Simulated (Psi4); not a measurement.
# singlet [GaH2O2]− at 6 levels

Aim: a comparison of 6 runs (B3LYP/6-31G*, BHLYP/def2-SVPD, CAM-B3LYP/def2-SVPD, M06-2X/def2-SVPD, PBE0/def2-SVPD, wB97X/def2-SVPD) of singlet [GaH2O2]−. 

Program for the calculation: Psi4 1.11.

2 further runs of the same task are left out: 2 set aside as unsound or not needed.

### 1 The structure to begin with

[GaH2O2]−: 5 atoms, total charge -1, spin state singlet. SMILES of the parent species: `[OH][Ga][OH]`. The shape is that of a PBE0-D4/def2-TZVP optimisation. This is one conformer, not always the lowest. That shape belongs to the parent species and isn't relaxed for this state.

Bond lengths: O1–Ga2 1.804 Å, Ga2–O3 1.795 Å, O1–H4 0.960 Å, O3–H5 0.963 Å. Angles: O1–Ga2–O3 114.9°, Ga2–O1–H4 114.9°, Ga2–O3–H5 111.1°.

### 2 Energy and gradient at B3LYP/6-31G(d) (Cartesian functions) (run 1)

Input file gah2o2.xyz:

```xyz
5
GaH2O2
O     -0.370600     0.021600    -1.274400
Ga    -0.311700    -0.753800     0.353600
O      0.618200     0.154900     1.591100
H     -0.867400    -0.464600    -1.936500
H      0.981500     0.968200     1.224700
```

Input file gah2o2.py:

```python
import psi4

psi4.set_memory(2200000000)
psi4.set_num_threads(1)
psi4.set_output_file('psi4.out', False)

with open('gah2o2.xyz') as f:
    atoms = ''.join(f.readlines()[2:])
mol = psi4.geometry('-1 1\n' + atoms + 'symmetry c1')

psi4.set_options({
    'basis': '6-31G*',
    'puream': False,
    'e_convergence': 1e-09,
    'd_convergence': 1e-08,
    'scf_type': 'pk',
    'dft_radial_points': 99,
    'dft_spherical_points': 590,
})

E = psi4.gradient('b3lyp')
print('gradient / Eh bohr^-1')
print(E.np.round(6))
for k, v in sorted(psi4.core.scalar_variables().items()):
    print(f'{k:45s} {v:18.10f}')
```

The run is started by

```
$ python gah2o2.py
```

psi4.out:

```text
[...]
  Running in c1 symmetry.
[...]
  Nuclear repulsion =  182.431292115847441
[...]
  Multiplicity = 1
[...]
  Nalpha       = 25
  Nbeta        = 25
[...]
    Number of basis functions: 69
[...]
   @RKS iter   1: -2074.02049868306631   -1.46716e+00   4.73046e-02 ADIIS/DIIS
[...]
   @RKS iter  13: -2076.33344445629018   -1.00044e-11   7.11461e-09 DIIS
[...]
  @RKS Final Energy: -2076.33344445629018
   => Energetics <=
    Nuclear Repulsion Energy =            182.4312921158474410
    One-Electron Energy =               -3268.1337320102652484
    Two-Electron Energy =                1084.4951224027756780
    DFT Exchange-Correlation Energy =     -75.1261269646481509
    Empirical Dispersion Energy =           0.0000000000000000
    VV10 Nonlocal Energy =                  0.0000000000000000
    Total Energy =                      -2076.3334444562901808
[...]
  -Total Gradient:
     Atom            X                  Y                   Z
    ------   -----------------  -----------------  -----------------
       1       -0.014635466031    -0.038819786427     0.026101831523
       2        0.032363167028     0.059021222687    -0.007851173632
       3       -0.016961606902    -0.017879166663    -0.020152236268
       4        0.005102274020     0.009766404881    -0.002095030856
       5       -0.005891105163    -0.012103751602     0.003953223547
[...]
```

The script printed:

```text
gradient / Eh bohr^-1
[[-0.014635 -0.03882   0.026102]
 [ 0.032363  0.059021 -0.007851]
 [-0.016962 -0.017879 -0.020152]
 [ 0.005102  0.009766 -0.002095]
 [-0.005891 -0.012104  0.003953]]
CURRENT ENERGY                                  -2076.3334444563
CURRENT REFERENCE ENERGY                        -2076.3334444563
DD SOLVATION ENERGY                                 0.0000000000
DFT FUNCTIONAL TOTAL ENERGY                     -2076.3334444563
DFT TOTAL ENERGY                                -2076.3334444563
DFT VV10 ENERGY                                     0.0000000000
DFT XC ENERGY                                     -75.1261269646
GRID ELECTRONS ALPHA                               24.9999996038
GRID ELECTRONS BETA                                24.9999996038
GRID ELECTRONS TOTAL                               49.9999992077
NUCLEAR REPULSION ENERGY                          182.4312921158
ONE-ELECTRON ENERGY                             -3268.1337320103
PCM POLARIZATION ENERGY                             0.0000000000
PE ENERGY                                           0.0000000000
SCF ITERATION ENERGY                            -2076.3334444563
SCF ITERATIONS                                     13.0000000000
SCF TOTAL ENERGY                                -2076.3334444563
TWO-ELECTRON ENERGY                              1084.4951224028
XC GRID RADIAL POINTS                              99.0000000000
XC GRID SPHERICAL POINTS                          590.0000000000
XC GRID TOTAL POINTS                           281413.0000000000
```

Wall time 16 s (1 thread of Intel Xeon Platinum 8259CL at 2.50GHz (Skylake/Cascade Lake), shared host); peak memory 0.7 GiB.

### 3 Energy and gradient at BHLYP/def2-SVPD (run 2)

gah2o2.xyz is that of step 2.

Input file job.py:

```python
import psi4

psi4.set_memory('2200 MB')
psi4.set_num_threads(1)
psi4.core.set_output_file('run.log', False)

with open('gah2o2.xyz') as f:
    atoms = ''.join(f.readlines()[2:])
molecule = psi4.geometry('-1 1\n' + atoms + 'symmetry c1')

psi4.set_options({
    'basis': 'def2-SVPD',
    'puream': True,
    'e_convergence': 1e-09,
    'd_convergence': 1e-08,
    'scf_type': 'pk',
    'dft_radial_points': 99,
    'dft_spherical_points': 590,
})

e_tot, wfn = psi4.gradient("bhhlyp", molecule=molecule, return_wfn=True)
psi4.oeprop(wfn, "MAYER_INDICES", "LOWDIN_CHARGES", "MULLIKEN_CHARGES")
print('gradient / Eh bohr^-1')
print(e_tot.np.round(6))
print(f'energy = {wfn.energy():.10f} Eh')
```

The run is started by

```
$ python job.py
```

run.log:

```text
[...]
  Running in c1 symmetry.
[...]
  Nuclear repulsion =  182.431292115847441
[...]
  Multiplicity = 1
[...]
  Nalpha       = 25
  Nbeta        = 25
[...]
    Number of basis functions: 100
[...]
   @RKS iter   1: -2074.35989728657660   -2.48950e+00   2.51324e-02 ADIIS/DIIS
[...]
   @RKS iter  13: -2076.13226724134802   -3.63798e-12   3.22368e-09 DIIS
[...]
  @RKS Final Energy: -2076.13226724134802
   => Energetics <=
    Nuclear Repulsion Energy =            182.4312921158474410
    One-Electron Energy =               -3268.0020225017237863
    Two-Electron Energy =                1057.1753175231174282
    DFT Exchange-Correlation Energy =     -47.7368543785890793
    Empirical Dispersion Energy =           0.0000000000000000
    VV10 Nonlocal Energy =                  0.0000000000000000
    Total Energy =                      -2076.1322672413480177
[...]
  -Total Gradient:
     Atom            X                  Y                   Z
    ------   -----------------  -----------------  -----------------
       1       -0.003282936554    -0.024044242554     0.034416897002
       2        0.030536340991     0.057831803680    -0.011393447782
       3       -0.021864747341    -0.033339038517    -0.006890038685
       4       -0.004942825855    -0.003002127926    -0.010018565909
       5       -0.000458492310     0.002545503669    -0.006139541106
[...]
```

On the terminal:

```text
gradient / Eh bohr^-1
[[-0.003283 -0.024044  0.034417]
 [ 0.030536  0.057832 -0.011393]
 [-0.021865 -0.033339 -0.00689 ]
 [-0.004943 -0.003002 -0.010019]
 [-0.000458  0.002546 -0.00614 ]]
energy = -2076.1322672413 Eh
```

Wall time 29 s (1 thread of Intel Xeon Platinum 8259CL at 2.50GHz (Skylake/Cascade Lake), shared host); peak memory 1.1 GiB.

Runs 3 to 5 aren't shown in full; the table further down has their settings and results.

### 4 Energy and gradient at wB97X/def2-SVPD (run 6)

Input file run_ase.py:

```python
import numpy as np
from ase.calculators.psi4 import Psi4
from ase import Atoms

atoms = Atoms(['O', 'Ga', 'O', 'H', 'H'], positions=[
    [-0.370600, 0.021600, -1.274400],
    [-0.311700, -0.753800, 0.353600],
    [0.618200, 0.154900, 1.591100],
    [-0.867400, -0.464600, -1.936500],
    [0.981500, 0.968200, 1.224700],
])
calc = Psi4(atoms=atoms, method='wb97x', basis='def2-SVPD', memory='2200MB', num_threads=1, charge=-1, multiplicity=1, label='gah2o2')
calc.psi4.set_options({'puream': True, 'e_convergence': 1e-09, 'd_convergence': 1e-08, 'scf_type': 'pk', 'dft_radial_points': 99, 'dft_spherical_points': 590})
atoms.calc = calc

forces = atoms.get_forces()
print(f'energy: {atoms.get_potential_energy():.6f} eV')
print('forces / eV A^-1')
print(np.round(forces, 5))
```

The run is started by

```
$ python run_ase.py
```

gah2o2.dat:

```text
[...]
  Running in c1 symmetry.
[...]
  Nuclear repulsion =  182.431292115847441
[...]
  Multiplicity = 1
[...]
  Nalpha       = 25
  Nbeta        = 25
[...]
    Number of basis functions: 100
[...]
   @RKS iter   1: -2074.36785679981767   -2.32392e+00   2.58503e-02 DIIS/ADIIS
[...]
   @RKS iter  14: -2076.24629081322246   -4.54747e-12   5.32991e-09 DIIS
[...]
  @RKS Final Energy: -2076.24629081322246
   => Energetics <=
    Nuclear Repulsion Energy =            182.4312921158474410
    One-Electron Energy =               -3267.1328487585719813
    Two-Electron Energy =                1080.5566610400433092
    DFT Exchange-Correlation Energy =     -72.1013952105411704
    Empirical Dispersion Energy =           0.0000000000000000
    VV10 Nonlocal Energy =                  0.0000000000000000
    Total Energy =                      -2076.2462908132224584
[...]
  -Total Gradient:
     Atom            X                  Y                   Z
    ------   -----------------  -----------------  -----------------
       1       -0.007688440017    -0.030387610789     0.032326013517
       2        0.032485778649     0.061495755441    -0.012069607147
       3       -0.021099554039    -0.028797528423    -0.012909231214
       4       -0.000593458200     0.001440185047    -0.004568555885
       5       -0.003266433371    -0.003967093049    -0.002885868058
[...]
```

Standard output:

```text
energy: -56497.539301 eV
forces / eV A^-1
[[ 0.39536  1.56259 -1.66227]
 [-1.67049 -3.16224  0.62064]
 [ 1.08498  1.48083  0.66382]
 [ 0.03052 -0.07406  0.23492]
 [ 0.16797  0.204    0.1484 ]]
```

Wall time 36 s (1 thread of Intel Xeon Platinum 8259CL at 2.50GHz (Skylake/Cascade Lake), shared host); peak memory 1.2 GiB.

### 5 The series

| run | level | Cartesian functions | task | energy (Eh) | HOMO energy (eV) | LUMO energy (eV) | HOMO–LUMO gap (eV) | wall time |
| --- | --- | --- | --- | --- | --- | --- | --- | --- |
| 1 | B3LYP/6-31G* (Cartesian functions) | yes | gradient | -2076.333444 | 0.96 | 4.91 | 3.95 | 16 s |
| 2 | BHLYP/def2-SVPD | no | gradient | -2076.132267 | -0.49 | 4.79 | 5.29 | 29 s |
| 3 | CAM-B3LYP/def2-SVPD | no | energy | -2076.314846 | -0.92 | 4.94 | 5.86 | 20 s |
| 4 | M06-2X/def2-SVPD | no | gradient | -2076.173384 | -0.48 | 4.89 | 5.37 | 47 s |
| 5 | PBE0/def2-SVPD | no | energy | -2075.824302 | 0.22 | 4.35 | 4.13 | 18 s |
| 6 | wB97X/def2-SVPD | no | gradient | -2076.246291 | -1.78 | 5.69 | 7.48 | 36 s |

### 6 Outcome

| quantity | value |
| --- | --- |
| run 6: total energy | -2076.24629 Eh |
| run 6: HOMO energy | -1.78 eV |
| run 6: LUMO energy | 5.69 eV |
| run 6: HOMO–LUMO gap (to an unbound level, set by the basis) | 7.48 eV |
| run 6: largest force on an atom | 3.630 eV/Å |

**Reading.** The HOMO–LUMO gap runs from 3.95 eV (B3LYP/6-31G*) to 7.48 eV (wB97X/def2-SVPD). The two ends differ in method and basis. The empty levels of an anion lie above zero and hang on the basis. Totals of different functionals can't be ranked against each other. In runs 1, 5 the HOMO lies above zero, so the outermost electron may be held by the basis alone. All runs together took 2.7 min, the longest 47 s.
